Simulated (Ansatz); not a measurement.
# C2H6OSeSi: the cost of one run

All numbers below are computed with Ansatz 0.2.0 (RHF/def2-SVP).

### Step 1. The starting structure

Bond lengths: C1–C2 1.487 Å, C2–O3 1.387 Å, C2–Si4 1.851 Å, C2–Se5 1.935 Å, Si4–Se5 2.329 Å, C1–H6 1.102 Å, C1–H7 1.081 Å, C1–H8 1.169 Å, O3–H9 1.046 Å, Si4–H10 1.506 Å, Si4–H11 1.397 Å. Angles (14 of 20 angles, heavy atoms first): C1–C2–O3 115.6°, C1–C2–Si4 118.8°, C1–C2–Se5 113.7°, O3–C2–Si4 111.6°, O3–C2–Se5 115.3°, Si4–C2–Se5 75.9°, C2–Si4–Se5 53.7°, C2–Se5–Si4 50.4°, C2–C1–H6 112.3°, C2–C1–H7 113.4°, C2–C1–H8 106.2°, C2–O3–H9 107.3°, C2–Si4–H10 110.5°, C2–Si4–H11 116.2°.

As a file:

```xyz
11

C    -1.1633   -0.2463    0.5381
C     0.2543    0.1044    0.2587
O     0.7085    1.2778    0.8425
Si    0.8988   -0.0947   -1.4654
Se    1.4657   -1.4002    0.3784
H    -1.3792   -0.2826    1.6179
H    -1.4885   -1.1489    0.0399
H    -1.8050    0.6415    0.1304
H     0.8001    1.0984    1.8694
H    -0.1016   -0.8257   -2.3213
H     1.8755    0.8192   -1.8680
```

### Step 2. End point A

File input.yaml:

```yaml
crystal:
  periodic: [false, false, false]
  atoms:
    - { symbol: C, position_ang: [-1.1633, -0.2463, 0.5381] }
    - { symbol: C, position_ang: [0.2543, 0.1044, 0.2587] }
    - { symbol: O, position_ang: [0.7085, 1.2778, 0.8425] }
    - { symbol: Si, position_ang: [0.8988, -0.0947, -1.4654] }
    - { symbol: Se, position_ang: [1.4657, -1.4002, 0.3784] }
    - { symbol: H, position_ang: [-1.3792, -0.2826, 1.6179] }
    - { symbol: H, position_ang: [-1.4885, -1.1489, 0.0399] }
    - { symbol: H, position_ang: [-1.805, 0.6415, 0.1304] }
    - { symbol: H, position_ang: [0.8001, 1.0984, 1.8694] }
    - { symbol: H, position_ang: [-0.1016, -0.8257, -2.3213] }
    - { symbol: H, position_ang: [1.8755, 0.8192, -1.868] }
basis:
  gaussian: { orbitals: def2-SVP }
hamiltonian:
  xc: hf
relax:
  f_tol: 0.015
  max_steps: 40
```

The run is started by

```bash
ansatz run input.yaml --threads 2 --pin off --max-ram 3072MiB --backend cpu --events-out ev --progress --plain --runs-dir out
```

**Question.** How long does this run take on 2 threads of Arm Neoverse N1, shared host, and how much memory does it need?

About 38 s, with a peak of 0.3 GiB.
